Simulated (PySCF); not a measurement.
# HfOBr: structure of the doublet

Where does doublet HfOBr go from a linear start, is the end point a minimum, and what are its modes, charges and moments?

Program: PySCF 2.14.0. Level of theory: PBE0, basis Hf def2-TZVP with ECP60, O def2-TZVP, Br def2-TZVP, scalar-relativistic core potentials, no spin–orbit coupling, density fitting. These are calculated values, not measurements.

### 1 The system as given

3 atoms, charge 0, spin multiplicity 2.

Bond lengths: Hf1–O2 1.850 Å, Hf1–Br3 2.660 Å. Angles: O2–Hf1–Br3 180.0°.

```xyz
3
charge 0 multiplicity 2
Hf    0.0000    0.0000    0.0000
O     0.0000    0.0000   -1.8500
Br    0.0000    0.0000    2.6600
```

### 2 First SCF at the start

The steps below are one call of a driver around PySCF. For each, scf.py gives the equivalent set-up of the SCF; relaxations use the driver's own optimiser. After this first run the driver tries any further starts and a stability analysis.

The input, scf.py:

```python
from pyscf import gto, scf, dft
mol = gto.M(atom='''
Hf     0.000000     0.000000     0.000000
O      0.000000     0.000000    -1.850000
Br     0.000000     0.000000     2.660000''',
    basis={'Hf': 'def2-TZVP', 'O': 'def2-TZVP', 'Br': 'def2-TZVP'},
    ecp={'Hf': 'def2-TZVP'},
    charge=0, spin=1)
mf = dft.UKS(mol, xc='PBE0')
mf.grids.atom_grid = (50, 194)
aux = {'Hf': 'def2-universal-JKFIT', 'O': 'def2-universal-JKFIT', 'Br': 'def2-universal-JKFIT'}
mf = mf.density_fit(auxbasis=aux)
mf.conv_tol = 1e-08
mf.diis_space = 10
mf.max_cycle = 60
mf.init_guess = 'minao'
mf.verbose = 4
mf.kernel()
```

Command:

```sh
$ OMP_NUM_THREADS=4 python axn.py task.json out
```

The program printed:

```text
init E= -2677.71814693904
[... the frontier-level lines of each cycle are left out ...]
cycle= 1 E= -2696.80030026783  delta_E= -19.1  |g|= 0.82  |ddm|= 4.14
cycle= 2 E= -2690.4448059556  delta_E= 6.36  |g|= 2.68  |ddm|= 2.04
cycle= 3 E= -2697.00449096227  delta_E= -6.56  |g|= 0.346  |ddm|= 1.99
cycle= 4 E= -2697.0620953284  delta_E= -0.0576  |g|= 0.173  |ddm|= 0.547
cycle= 5 E= -2697.07669327479  delta_E= -0.0146  |g|= 0.0699  |ddm|= 0.252
cycle= 6 E= -2697.07958677728  delta_E= -0.00289  |g|= 0.0189  |ddm|= 0.0809
cycle= 7 E= -2697.07969542522  delta_E= -0.000109  |g|= 0.00657  |ddm|= 0.0118
cycle= 8 E= -2697.07971817418  delta_E= -2.27e-05  |g|= 0.00387  |ddm|= 0.00504
cycle= 9 E= -2697.07972961789  delta_E= -1.14e-05  |g|= 0.00124  |ddm|= 0.00447
cycle= 10 E= -2697.07973183866  delta_E= -2.22e-06  |g|= 0.000439  |ddm|= 0.00273
cycle= 11 E= -2697.07973230644  delta_E= -4.68e-07  |g|= 0.000191  |ddm|= 0.00171
cycle= 12 E= -2697.0797324058  delta_E= -9.94e-08  |g|= 5.38e-05  |ddm|= 0.00094
cycle= 13 E= -2697.0797324401  delta_E= -3.43e-08  |g|= 3.85e-05  |ddm|= 0.00061
cycle= 14 E= -2697.07973246216  delta_E= -2.21e-08  |g|= 2.66e-05  |ddm|= 0.00059
cycle= 15 E= -2697.07973247501  delta_E= -1.28e-08  |g|= 1.13e-05  |ddm|= 0.000649
cycle= 16 E= -2697.07973247654  delta_E= -1.53e-09  |g|= 8e-06  |ddm|= 0.000214
Extra cycle  E= -2697.07973247647  delta_E= 6.82e-11  |g|= 2.28e-05  |ddm|= 2.9e-05
converged SCF energy = -2697.07973247647  <S^2> = 0.75414797  2S+1 = 2.0041437
```

This step, with its further starts and checks, ran for 12 s (4 threads of Arm Neoverse V2, shared host).

Energies from each starting density:

```tsv
start	energy (Eh)
the minimal-basis guess	-2697.079732
a thermally smeared density	-2697.079732
a smeared PBE density	-2697.079732
```

The test of internal stability and the other starts found no lower solution of this spin.

### 3 Relaxation: linear start, doublet

The program finds C∞v symmetry in the start, which this walk keeps. Threshold on the gradient: 0.0003 Eh/bohr, with a further test on the energy change.

scf.py: that of step 2 with these lines changed.

```diff
@@ -3,3 +3,3 @@
-Hf     0.000000     0.000000     0.000000
-O      0.000000     0.000000    -1.850000
-Br     0.000000     0.000000     2.660000''',
+Hf     0.000000     0.000000    -0.656088
+O      0.000000     0.000000    -2.506088
+Br     0.000000     0.000000     2.003912''',
@@ -16 +15,0 @@
-mf.init_guess = 'minao'
```

The optimiser's trace:

```tsv
step	energy (Eh)	change (kJ/mol)	largest symmetric gradient (Eh/bohr)
0	-2697.079732	0.00	0.07069
1	-2697.086672	-18.22	0.00881
2	-2697.086738	-18.39	0.00128
3	-2697.086746	-18.41	0.00047
4	-2697.086747	-18.42	0.00001
```

The walk took 10 s.

Geometry (Å) and forces (eV/Å) at some steps:

```
step 0
Hf   0.000   0.000  -0.656   0.000   0.000  -3.043
O    0.000   0.000  -2.506   0.000   0.000   3.635
Br   0.000   0.000   2.004   0.000   0.000  -0.592
step 1
Hf   0.000   0.000  -0.680   0.000   0.000   0.453
O    0.000   0.000  -2.430   0.000   0.000  -0.376
Br   0.000   0.000   1.951   0.000   0.000  -0.078
step 2
Hf   0.000   0.000  -0.675   0.000   0.000  -0.004
O    0.000   0.000  -2.434   0.000   0.000   0.066
Br   0.000   0.000   1.951   0.000   0.000  -0.061
step 3
Hf   0.000   0.000  -0.674   0.000   0.000   0.011
O    0.000   0.000  -2.432   0.000   0.000   0.013
Br   0.000   0.000   1.948   0.000   0.000  -0.024
step 4
Hf   0.000   0.000  -0.673   0.000   0.000   0.001
O    0.000   0.000  -2.432   0.000   0.000  -0.001
Br   0.000   0.000   1.946   0.000   0.000   0.000
```

After 4 steps and 18.4 kJ/mol it ends at C∞v: Hf–Br 2.619 Å, Hf–O 1.759 Å; Br–Hf–O 180.0°.

### 4 Frequencies

On the finer grid the gradient is checked again; gradients at displacements of ±0.02 bohr then give force constants and infrared intensities.

scf.py: that of step 3 with these lines changed.

```diff
@@ -3,3 +3,3 @@
-Hf     0.000000     0.000000    -0.656088
-O      0.000000     0.000000    -2.506088
-Br     0.000000     0.000000     2.003912''',
+Hf     0.000000     0.000000    -0.650259
+O     -0.000000     0.000000    -2.408665
+Br     0.000000     0.000000     1.970514''',
@@ -10 +10 @@
-mf.grids.atom_grid = (50, 194)
+mf.grids.atom_grid = (75, 302)
@@ -13 +13 @@
-mf.conv_tol = 1e-08
+mf.conv_tol = 1e-10
```

This SCF starts from the last density.

SCF at the final geometry:

```text
init E= -2697.08673431323
[... the frontier-level lines of each cycle are left out ...]
cycle= 1 E= -2697.08673431324  delta_E= -8.64e-12  |g|= 2.13e-06  |ddm|= 1.86e-06
Extra cycle  E= -2697.08673431322  delta_E= 1.5e-11  |g|= 6e-06  |ddm|= 3.93e-06
converged SCF energy = -2697.08673431322  <S^2> = 0.75276719  2S+1 = 2.0027653
```

The whole step took 37 s.

Geometry: C∞v; Hf–Br 2.621 Å, Hf–O 1.758 Å; Br–Hf–O 180.0°.

Harmonic modes (main isotopes):

```csv
symmetry,ω (cm⁻¹),IR (km/mol)
π,136i,35.6
σ+,212,29.4
σ+,936,271
```

2 modes are imaginary, the largest at 136i cm⁻¹: a saddle point, not a minimum.

Properties at this point:

- Dipole moment: 0.40 D
- Highest occupied level: -6.31 eV
- Lowest empty level: -3.73 eV
- Rotational constants: 0.03547 cm⁻¹
- Zero-point energy (real modes): 6.9 kJ/mol
- Principal polarisabilities: 69.1, 69.1, 89.7 bohr³
- Atomisation energy without zero-point energy: 1086 kJ/mol
- Principal traceless quadrupole moments about the centre of mass: -20.69, 10.35, 10.35 D Å
- Spin squared ⟨S²⟩: 0.753

Populations by atom (charges in e):

```csv
atom,Mulliken,Löwdin,polar tensor,spin (Mulliken),Mayer order to Hf1
Hf1,1.00,0.49,1.55,1.02,–
O2,-0.54,-0.36,-0.96,-0.02,2.18
Br3,-0.45,-0.13,-0.59,0.00,0.94
```

Mulliken populations on Hf1 (outside its core potential): s 2.89, p 6.27, d 1.75, f 0.09.

### 5 Leaving the saddle point

The atoms are moved a little along the softest imaginary mode and relaxed again.

The program finds Cs symmetry in the start, which this walk keeps. Threshold on the gradient: 0.0003 Eh/bohr, with a further test on the energy change.

scf.py: that of step 4 with these lines changed.

```diff
@@ -3,3 +3,3 @@
-Hf     0.000000     0.000000    -0.650259
-O     -0.000000     0.000000    -2.408665
-Br     0.000000     0.000000     1.970514''',
+Hf    -0.037034     0.002691    -0.650155
+O      0.249342    -0.018120    -2.408561
+Br     0.033907    -0.002464     1.970618''',
@@ -10 +10 @@
-mf.grids.atom_grid = (75, 302)
+mf.grids.atom_grid = (50, 194)
@@ -13 +13 @@
-mf.conv_tol = 1e-10
+mf.conv_tol = 1e-08
```

Steps of the walk:

```tsv
step	energy (Eh)	change (kJ/mol)	largest symmetric gradient (Eh/bohr)
0	-2697.087775	0.00	0.02218
1	-2697.089512	-4.56	0.01080
2	-2697.098673	-28.61	0.01736
3	-2697.102552	-38.80	0.05958
4	-2697.107072	-50.66	0.02431
5	-2697.110063	-58.52	0.01766
6	-2697.113384	-67.24	0.02329
7	-2697.114171	-69.30	0.00944
8	-2697.114407	-69.92	0.00211
9	-2697.114417	-69.95	0.00049
10	-2697.114418	-69.95	0.00004
```

The walk took 26 s.

Positions (Å) and forces (eV/Å) along the way:

```
step 0
Hf  -0.037   0.003  -0.650  -0.217   0.015  -0.991
O    0.249  -0.018  -2.409   0.058  -0.004   1.141
Br   0.034  -0.002   1.971   0.160  -0.012  -0.150
step 1
Hf  -0.079   0.006  -0.660  -0.555   0.040   0.036
O    0.273  -0.020  -2.379   0.333  -0.024   0.011
Br   0.052  -0.004   1.951   0.222  -0.016  -0.047
step 5
Hf  -0.504   0.037  -0.697  -0.044  -0.001  -0.700
O    0.516  -0.037  -2.127  -0.182   0.008   0.906
Br   0.234  -0.017   1.736   0.225  -0.007  -0.206
step 10
Hf  -0.654   0.048  -0.733   0.001  -0.018  -0.001
O    0.588  -0.043  -1.941   0.002   0.011   0.001
Br   0.312  -0.023   1.586  -0.004   0.007   0.000
```

It settles in Cs symmetry, 70.0 kJ/mol below the start, after 10 steps: Hf–Br 2.513 Å, Hf–O 1.735 Å; Br–Hf–O 111.4°.

### 6 Vibrations and properties at this point

As before: finer grid, then central differences.

scf.py: that of step 5 with these lines changed.

```diff
@@ -3,3 +3,3 @@
-Hf    -0.037034     0.002691    -0.650155
-O      0.249342    -0.018120    -2.408561
-Br     0.033907    -0.002464     1.970618''',
+Hf    -0.350153     0.025446    -0.594849
+O      0.893252    -0.064914    -1.801397
+Br     0.616385    -0.044793     1.721069''',
@@ -10 +10 @@
-mf.grids.atom_grid = (50, 194)
+mf.grids.atom_grid = (75, 302)
@@ -13 +13 @@
-mf.conv_tol = 1e-08
+mf.conv_tol = 1e-10
```

SCF at the final geometry:

```text
init E= -2697.11428542123
[... the frontier-level lines of each cycle are left out ...]
cycle= 1 E= -2697.11428542124  delta_E= -6.82e-12  |g|= 5.56e-06  |ddm|= 7.69e-06
Extra cycle  E= -2697.11428542114  delta_E= 9.23e-11  |g|= 1.65e-05  |ddm|= 1.19e-05
converged SCF energy = -2697.11428542114  <S^2> = 0.75317179  2S+1 = 2.0031693
```

The whole step ran for 51 s (4 threads of Arm Neoverse V2, shared host).

Geometry: Cs; Hf–Br 2.510 Å, Hf–O 1.735 Å; Br–Hf–O 111.4°.

Harmonic modes (main isotopes):

```csv
symmetry,ω (cm⁻¹),IR (km/mol),type
a',149,11.0,bend
a',250,31.2,stretch
a',966,166,stretch
```

All wavenumbers are real: a minimum.

Properties at this point:

```yaml
Dipole_moment: 4.46 D
Highest_occupied_level: -5.90 eV
Lowest_empty_level: -3.09 eV
Rotational_constants: 0.4693, 0.04453, 0.04067 cm⁻¹
Zero-point_energy: 8.2 kJ/mol
Principal_polarisabilities: 73.7, 94.7, 100.0 bohr³
Atomisation_energy_without_zero-point_energy: 1158 kJ/mol
Principal_traceless_quadrupole_moments_about_the_centre_of_mass: -11.97, 4.53, 7.44 D Å
Entropy_at_298.15_K_and_1_bar_electronic_part_spin_only: 316.7 J/(mol K)
Heat_capacity_Cp_at_298.15_K: 50.3 J/(mol K)
Enthalpy_at_298.15_K_above_0_K: 13.00 kJ/mol
Rotational_symmetry_number: 1
Spin_squared_⟨S²⟩: 0.753
```

Populations by atom (charges in e):

| atom | Mulliken | Löwdin | polar tensor | spin (Mulliken) | Mayer order to Hf1 |
| --- | --- | --- | --- | --- | --- |
| Hf1 | 0.89 | 0.29 | 1.37 | 1.07 | – |
| O2 | -0.52 | -0.31 | -0.86 | -0.06 | 2.23 |
| Br3 | -0.37 | 0.02 | -0.50 | -0.01 | 1.06 |

Mulliken populations on Hf1 (outside its core potential): s 2.83, p 6.27, d 1.93, f 0.08.

### 7 All stationary points

| spin | group | bonds | imaginary modes (cm⁻¹) | ΔE (kJ/mol) | with zero-point energy |
| --- | --- | --- | --- | --- | --- |
| doublet | Cs | Hf–Br 2.510 Å, Hf–O 1.735 Å | none | 0.0 | 0.0 |
| doublet | C∞v | Hf–Br 2.621 Å, Hf–O 1.758 Å | 136i, 136i | 72.3 | – |

### 8 Results

| quantity | value |
| --- | --- |
| minimum | doublet, Cs |
| geometry | Hf–Br 2.510 Å, Hf–O 1.735 Å; Br–Hf–O 111.4° |
| wavenumbers (cm⁻¹) | 149 (a'), 250 (a'), 966 (a') |
| dipole moment | 4.46 D |
| highest occupied, lowest empty level (either spin) | -5.90, -3.09 eV |
| polar-tensor charge of Hf1 | +1.37 e |
| zero-point energy | 8.2 kJ/mol |
| entropy at 298.15 K | 316.7 J/(mol K) |
| atomisation energy (no zero-point energy) | 1158 kJ/mol |
| ⟨S²⟩ | 0.753 |

**Reading.** From C∞v at the start the molecule goes to a Cs minimum, after a stop at a second-order saddle point 72.3 kJ/mol higher, from which it was pushed off along an imaginary mode. In the infrared the band at 966 cm⁻¹ (a', stretch) leads. Most of the spin sits on Hf1 (Mulliken spin 1.07, against 1 for the whole molecule). Only this shape and spin were tried, so other structures or states may lie lower. One determinant may miss the lowest occupation of an open d or f shell. Spin–orbit coupling, left out here, can matter for elements this heavy.

The search up to here took 2.3 min.
